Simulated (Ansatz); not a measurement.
# LaGa2Rh3: a single-point run

Aim: a sound single-point run of LaGa2Rh3. The structure is shown as the input types it.

Method: DFT, r2SCAN, all-electron PAW with datasets made for the crystal, scalar-relativistic, in Ansatz 0.2.0.

### Step 1. The structure to begin with

It takes space group P6/mmm (No. 191, hexagonal). The conventional cell has a = 5.677 Å, b = 5.677 Å, c = 3.769 Å, α = 90.00°, β = 90.00°, γ = 120.00°. La (site symmetry 6/mmm) has 6 Ga at 3.28 Å and 12 Rh at 3.41 Å and 2 La at 3.77 Å as nearest neighbours. Ga (site symmetry -6m2) has 6 Rh at 2.50 Å as nearest neighbours. Around Rh (site symmetry mmm) lie 4 Ga at 2.50 Å and 4 Rh at 2.84 Å.

As a file:

```cif
data_structure
_symmetry_space_group_name_H-M 'P 1'
_symmetry_Int_Tables_number 1
_cell_length_a 5.6768
_cell_length_b 5.6768
_cell_length_c 3.7687
_cell_angle_alpha 90.000
_cell_angle_beta 90.000
_cell_angle_gamma 120.000
_cell_volume 105.18
loop_
_atom_site_label
_atom_site_type_symbol
_atom_site_fract_x
_atom_site_fract_y
_atom_site_fract_z
_atom_site_occupancy
La1 La 0.00000 0.00000 0.00000 1
Ga1 Ga 0.66667 0.33333 0.00000 1
Ga2 Ga 0.33333 0.66667 0.00000 1
Rh1 Rh 0.00000 0.50000 0.50000 1
Rh2 Rh 0.50000 0.50000 0.50000 1
Rh3 Rh 0.50000 0.00000 0.50000 1
```

### Step 2. The calculation

input.yaml reads:

```yaml
crystal:
  lattice:
    - [5.6767573599, 0.0, 0.0]
    - [-2.83837868, 4.9162160848, 0.0]
    - [0.0, 0.0, 3.7687267]
  atoms:
    - { symbol: La, position: [0.0, 0.0, 0.0] }
    - { symbol: Ga, position: [0.6666666667, 0.3333333333, 0.0] }
    - { symbol: Ga, position: [0.3333333333, 0.6666666667, 0.0] }
    - { symbol: Rh, position: [0.0, 0.5, 0.5] }
    - { symbol: Rh, position: [0.5, 0.5, 0.5] }
    - { symbol: Rh, position: [0.5, 0.0, 0.5] }
kpoints:
  mp_grid: { grid: [7, 7, 9] }
  band_path:
    path:
      - [0.0, 0.0, 0.0]
      - [0.5, 0.0, 0.0]
      - [0.3333333333, 0.3333333333, 0.0]
      - [0.0, 0.0, 0.0]
      - [0.0, 0.0, 0.5]
      - [0.5, 0.0, 0.5]
      - [0.3333333333, 0.3333333333, 0.5]
      - [0.0, 0.0, 0.5]
      - [0.5, 0.0, 0.5]
    npoints: 8
scf:
  occupations: { method: fermi_dirac, width: 2.0 }
  max_iter: 100
hamiltonian:
  xc: r2scan
  pseudopotentials: { kind: all_electron, datasets: crystal }
output:
  forces: true
  stress: true
  eigenvalues: true
  efg: { contact_densities: true }
```

Started as:

```bash
$ ansatz run input.yaml --threads 2 --pin off --max-ram 6144MiB --backend cpu --events-out ev --progress --plain --runs-dir out
```

What happens when this is run?

The run converged and reported no error, with warnings (band levels unverified, crystal datasets made, gradients without spin orbit). It gives a pressure of 35 GPa, which is large; a structure far from rest gives such values too, whatever the setting.

In the input, scf.occupations.width is 2.0. Occupations are smeared over electronvolts, wider than many features of the bands. A Fermi-Dirac width of 2 eV is an electron temperature of 23200 K.

The test: set scf.occupations.width to 0.03.
